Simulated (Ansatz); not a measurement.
# ZnWO4 (P2/c) in Ansatz: a series of runs, part 2 of 2

Ansatz 0.2.0.

### Step 3. Band structure, LDA

input.yaml

```yaml
crystal:
  lattice:
    - [4.6986, 0.0, 0.0]
    - [0.0, 5.7293, 0.0]
    - [-0.052988409, 0.0, 4.9364156144]
  atoms:
    - { symbol: W, position: [0.0, 0.81742, 0.75] }
    - { symbol: W, position: [0.0, 0.18258, 0.25] }
    - { symbol: Zn, position: [0.5, 0.316, 0.75] }
    - { symbol: Zn, position: [0.5, 0.684, 0.25] }
    - { symbol: O, position: [0.2565, 0.6223, 0.8996] }
    - { symbol: O, position: [0.7435, 0.6223, 0.6004] }
    - { symbol: O, position: [0.7435, 0.3777, 0.1004] }
    - { symbol: O, position: [0.2565, 0.3777, 0.3996] }
    - { symbol: O, position: [0.2169, 0.8949, 0.4363] }
    - { symbol: O, position: [0.7831, 0.8949, 0.0637] }
    - { symbol: O, position: [0.7831, 0.1051, 0.5637] }
    - { symbol: O, position: [0.2169, 0.1051, 0.9363] }
kpoints:
  mp_grid: { grid: [6, 5, 6] }
  band_path:
    path:
      - [0.0, 0.0, 0.0]
      - [0.0, 0.0, 0.5]
      - [-0.4949490817, 0.0, 0.5055817827]
      - [-0.5, 0.0, 0.5]
      - [-0.5, 0.5, 0.5]
      - [-0.5050509183, 0.5, 0.4944182173]
      - [-0.5, 0.5, 0.0]
      - [-0.5, 0.0, 0.0]
    npoints: 8
scf:
  occupations: { method: fermi_dirac, width: 0.05 }
hamiltonian:
  xc: lda
  pseudopotentials: { kind: all_electron, lapw: { basis_error: 0.002 } }
output:
  forces: true
  stress: true
  eigenvalues: true
```

Potentials or basis: all-electron LAPW, scalar-relativistic.

Command:

```sh
$ ansatz run input.yaml --threads 8 --pin off --max-ram 24576MiB --backend cpu --events-out ev --progress --plain --runs-dir out
```

Log:

```text
Warning: RAYON_NUM_THREADS=8 ignored (pool sized by the plan → 8); use --threads N
LAPW: plane waves up to 11.927 Å⁻¹, error target 2.0e-3 eV per atom; small_component_spin mean_spin; O in spheres of 0.754 Å, 8 of its electrons in bands, Dirac shells []; Zn in spheres of 1.043 Å, 20 of its electrons in bands, Dirac shells []; W in spheres of 1.043 Å, 46 of its electrons in bands, Dirac shells [] (how accurate: hamiltonian.pseudopotentials.lapw.basis_error, Limitations)
Engine: ansatz 0.2.0, x86_64-unknown-linux-gnu
Pseudopotentials: kind: all_electron
Pseudopotential: W, LAPW, valence charge 46, lapw/all_electron/scalar/gaussian/W, Koelling and Harmon's equation, gaussian nucleus
Pseudopotential: Zn, LAPW, valence charge 20, lapw/all_electron/scalar/gaussian/Zn, Koelling and Harmon's equation, gaussian nucleus
Pseudopotential: O, LAPW, valence charge 8, lapw/all_electron/scalar/gaussian/O, Koelling and Harmon's equation, gaussian nucleus
Functional definition: SPW92
  exchange = slater_x
  correlation = pw_c
Crystal: 12 atoms, lattice volume = 132.887 Å³
Basis set: ecut = 541.9633451018778 eV, 3793 PW (Γ), exchange–correlation at level 2
[... 42 lines left out ...]
  Σ components = -991789.149308   (vs F -991789.149308, Δ=0.00e0)
  Basis errors (estimates in eV, not in F): energy 8.6e-4 per atom: plane waves 7.8e-4 (4.8e-4 summed), levels above the bands 4.2e-105, relativity 1.6e-8, radial functions 7.8e-5, core shells 5.2e-9; eigenvalues (radial functions only) 1.2e-5; not estimated: angular momenta, meshes, grids; target (lapw.basis_error) 2.0e-3; muffin-tin radii O 0.754 Å, Zn 1.043 Å, W 1.043 Å
--- Forces (eV/Å), atoms counted from 1 ---
  atom   1  W      0.00000000    -0.05004112     0.00000000
  atom   2  W      0.00000000     0.05004112     0.00000000
  atom   3  Zn     0.00000000     0.14133533     0.00000000
  atom   4  Zn     0.00000000    -0.14133533     0.00000000
  atom   5  O     -0.05330291     0.22673063     0.03506442
  atom   6  O      0.05330291     0.22673063    -0.03506442
  atom   7  O      0.05330291    -0.22673063    -0.03506442
  atom   8  O     -0.05330291    -0.22673063     0.03506442
  atom   9  O     -0.22864043    -0.02908351     0.06927261
  atom  10  O      0.22864043    -0.02908351    -0.06927261
  atom  11  O      0.22864043     0.02908351    -0.06927261
  atom  12  O     -0.22864043     0.02908351     0.06927261
  max |Σ_I F_I| component: 0.00e0 eV/Å
--- Stress (GPa, compression-positive) ---
       -9.021648       0.000000       0.120897
        0.000000      -8.273692       0.000000
        0.120897       0.000000      -9.141602
  P = ⅓ Tr σ = -8.8123 GPa (-88.123 kbar)
--- Band table (eV; the first three rows and the last of 60) ---
  k-point 0: bands = ["-552.1172", "-552.1172", "-490.0216", "-490.0216", "-490.0216", "-490.0216", "-489.7843", "-489.7843", "-489.7843", "-489.7843", "-406.6323", "-406.6323", "-406.6238", "-406.6238", "-406.6123", "-406.6123", "-222.2456", "-222.2456", "-222.2420", "-222.2420", "-222.2289", "-222.2289", "-222.2264", "-222.2264", "-222.2172", "-222.2172", "-111.6856", "-111.6855", "-66.3508", "-66.3503", "-66.3418", "-66.3413", "-66.3234", "-66.3232", "-63.5679", "-63.5604", "-27.9870", "-27.9540", "-27.9284", "-27.8600", "-27.8593", "-27.8111", "-17.8590", "-17.8561", "-17.8547", "-17.8526", "-17.8488", "-17.8479", "-17.8433", "-17.8416", "-17.8331", "-17.8325", "-17.8309", "-17.8270", "-17.8257", "-17.8241", "-7.5909", "-6.2455", "-6.0944", "-5.9274", "-5.9005", "-5.8186", "-5.5511", "-5.4008", "4.1864", "4.4184", "4.7102", "4.9222", "5.1834", "5.3691", "5.4090", "5.5608", "5.7271", "6.1602", "6.2424", "6.3845", "6.3949", "6.5494", "6.7266", "6.8501", "6.8968", "6.9603", "7.5738", "7.5851", "7.7090", "8.2541", "8.2591", "8.3939", "8.5591", "8.7337", "8.9997", "9.2912", "9.4389", "9.6809", "9.7693", "10.1138", "10.1889", "10.2106", "13.7914", "14.2480", "14.2812", "14.2897", "15.0013", "15.3048", "15.8429", "17.5508", "18.6182", "18.8086", "18.9259", "19.6143", "20.9218", "21.2762", "21.5484", "21.7425", "22.3347", "22.6366", "23.6506", "23.7355"]
  k-point 1: bands = ["-552.1172", "-552.1172", "-490.0216", "-490.0216", "-490.0216", "-490.0216", "-489.7843", "-489.7843", "-489.7843", "-489.7843", "-406.6323", "-406.6323", "-406.6238", "-406.6238", "-406.6123", "-406.6123", "-222.2456", "-222.2456", "-222.2420", "-222.2420", "-222.2289", "-222.2289", "-222.2264", "-222.2264", "-222.2172", "-222.2172", "-111.6856", "-111.6855", "-66.3508", "-66.3503", "-66.3418", "-66.3414", "-66.3234", "-66.3232", "-63.5674", "-63.5609", "-27.9868", "-27.9589", "-27.9246", "-27.8757", "-27.8433", "-27.8111", "-17.8588", "-17.8563", "-17.8549", "-17.8531", "-17.8483", "-17.8475", "-17.8432", "-17.8417", "-17.8334", "-17.8327", "-17.8304", "-17.8271", "-17.8256", "-17.8242", "-7.4910", "-6.2643", "-6.1459", "-6.0329", "-5.8445", "-5.7818", "-5.5740", "-5.4167", "4.2633", "4.4789", "4.7430", "4.9880", "4.9937", "5.3600", "5.4133", "5.5497", "5.7446", "5.9742", "6.1870", "6.4157", "6.4540", "6.5748", "6.5963", "6.8360", "7.0242", "7.2219", "7.5452", "7.6520", "7.6742", "8.1901", "8.2529", "8.2889", "8.5723", "8.7295", "9.1126", "9.1201", "9.4005", "9.7140", "9.8125", "10.0462", "10.1862", "10.3797", "13.8910", "14.0352", "14.1901", "14.2669", "15.0356", "15.1008", "16.2200", "17.5279", "18.1504", "18.9623", "19.3889", "19.6255", "20.8234", "21.0571", "21.5973", "21.7726", "22.3985", "22.7760", "23.3989", "23.7195"]
  k-point 2: bands = ["-552.1172", "-552.1172", "-490.0216", "-490.0216", "-490.0216", "-490.0216", "-489.7843", "-489.7843", "-489.7843", "-489.7843", "-406.6323", "-406.6323", "-406.6238", "-406.6238", "-406.6123", "-406.6123", "-222.2456", "-222.2456", "-222.2420", "-222.2420", "-222.2289", "-222.2289", "-222.2264", "-222.2264", "-222.2172", "-222.2172", "-111.6856", "-111.6855", "-66.3507", "-66.3504", "-66.3417", "-66.3414", "-66.3234", "-66.3233", "-63.5660", "-63.5622", "-27.9848", "-27.9691", "-27.9157", "-27.8905", "-27.8286", "-27.8126", "-17.8582", "-17.8568", "-17.8552", "-17.8542", "-17.8475", "-17.8470", "-17.8429", "-17.8420", "-17.8337", "-17.8332", "-17.8294", "-17.8275", "-17.8254", "-17.8245", "-7.2098", "-6.3843", "-6.2595", "-6.2199", "-5.7603", "-5.7097", "-5.5865", "-5.4627", "4.3370", "4.3736", "4.8155", "5.0190", "5.2273", "5.3407", "5.3881", "5.4011", "5.8122", "6.0379", "6.1958", "6.3200", "6.4072", "6.5088", "6.6718", "6.8671", "6.9969", "7.2496", "7.3997", "7.5051", "7.7064", "8.1476", "8.1777", "8.5082", "8.5129", "8.7595", "9.0544", "9.0727", "9.4983", "9.8172", "9.8424", "10.0032", "10.2774", "10.4320", "13.8166", "13.9851", "14.1904", "14.2189", "14.7005", "14.8983", "16.9072", "17.4257", "18.0149", "18.9721", "19.5668", "19.7700", "20.6895", "20.7164", "21.5649", "22.2948", "22.3643", "22.6978", "23.4023", "23.5711"]
  k-point 59: bands = ["-552.1172", "-552.1172", "-490.0216", "-490.0216", "-490.0216", "-490.0216", "-489.7843", "-489.7843", "-489.7843", "-489.7843", "-406.6323", "-406.6323", "-406.6238", "-406.6238", "-406.6123", "-406.6123", "-222.2456", "-222.2456", "-222.2420", "-222.2420", "-222.2289", "-222.2289", "-222.2264", "-222.2264", "-222.2172", "-222.2172", "-111.6855", "-111.6855", "-66.3506", "-66.3506", "-66.3416", "-66.3416", "-66.3233", "-66.3233", "-63.5641", "-63.5641", "-27.9810", "-27.9810", "-27.9048", "-27.9048", "-27.8164", "-27.8164", "-17.8574", "-17.8574", "-17.8550", "-17.8550", "-17.8469", "-17.8469", "-17.8425", "-17.8425", "-17.8336", "-17.8336", "-17.8284", "-17.8284", "-17.8249", "-17.8249", "-6.5961", "-6.5961", "-6.2967", "-6.2967", "-5.8683", "-5.8683", "-5.5663", "-5.5663", "4.5391", "4.5391", "4.9205", "4.9205", "5.1259", "5.1259", "5.4115", "5.4115", "6.0765", "6.0765", "6.1920", "6.1920", "6.3364", "6.3364", "6.6502", "6.6502", "7.2977", "7.2977", "7.5613", "7.5613", "7.7837", "7.7837", "8.4254", "8.4254", "8.8039", "8.8039", "9.2455", "9.2455", "9.4342", "9.4342", "9.6836", "9.6836", "10.1393", "10.1393", "14.1185", "14.1185", "14.3430", "14.3430", "14.8701", "14.8701", "16.9550", "16.9550", "18.9711", "18.9711", "19.3365", "19.3365", "20.8046", "20.8046", "21.5798", "21.5798", "22.5354", "22.5354", "23.4294", "23.4294"]
```

Run time: 68 s. Hardware: 8 threads of Intel Xeon 6975P-C (Granite Rapids), shared host; peak memory 3.6 GiB.

Results:

| Quantity | Value |
| --- | --- |
| Free energy | -991789.1493 eV |
| Pressure | -8.8 GPa |
| Largest force | 0.241 eV/Å |
| Band gap on the k mesh | 2.91 eV, indirect (least direct gap 2.92 eV) |
| Band gap along the path | 3.24 eV, indirect (least direct gap 3.36 eV) |

Forces on the atoms (eV/Å):
```
W    0.000 -0.050  0.000
W    0.000  0.050  0.000
Zn   0.000  0.141  0.000
Zn   0.000 -0.141  0.000
O   -0.053  0.227  0.035
O    0.053  0.227 -0.035
O    0.053 -0.227 -0.035
O   -0.053 -0.227  0.035
O   -0.229 -0.029  0.069
O    0.229 -0.029 -0.069
O    0.229  0.029 -0.069
O   -0.229  0.029  0.069
```

Levels at the corners of the path, in eV from the valence-band top:
| point | band 96 | band 97 | band 98 | band 99 | band 100 | band 101 |
| --- | --- | --- | --- | --- | --- | --- |
| Γ | -0.32 | -0.25 | -0.23 | 3.35 | 3.81 | 3.84 |
| Y | -0.49 | -0.09 | -0.09 | 3.39 | 3.39 | 3.84 |
| H | -0.39 | -0.18 | -0.18 | 3.66 | 3.68 | 3.94 |
| C | -0.39 | -0.18 | -0.18 | 3.67 | 3.67 | 3.95 |
| E | -0.84 | -0.31 | -0.31 | 3.67 | 3.67 | 3.91 |
| M1 | -0.83 | -0.32 | -0.31 | 3.65 | 3.68 | 3.91 |
| A | -0.64 | -0.41 | -0.21 | 3.44 | 3.78 | 3.85 |
| X | -0.25 | -0.17 | -0.12 | 3.59 | 3.63 | 3.64 |

Caveat: spin-orbit coupling is left out, which moves the levels of the heavy elements.

### Step 4. Against experiment

Step 2. The gap isn't set beside the measured one, since this odd mesh misses points on the zone boundary.

Step 3. The gap isn't set beside the measured one, since this odd mesh misses points on the zone boundary.
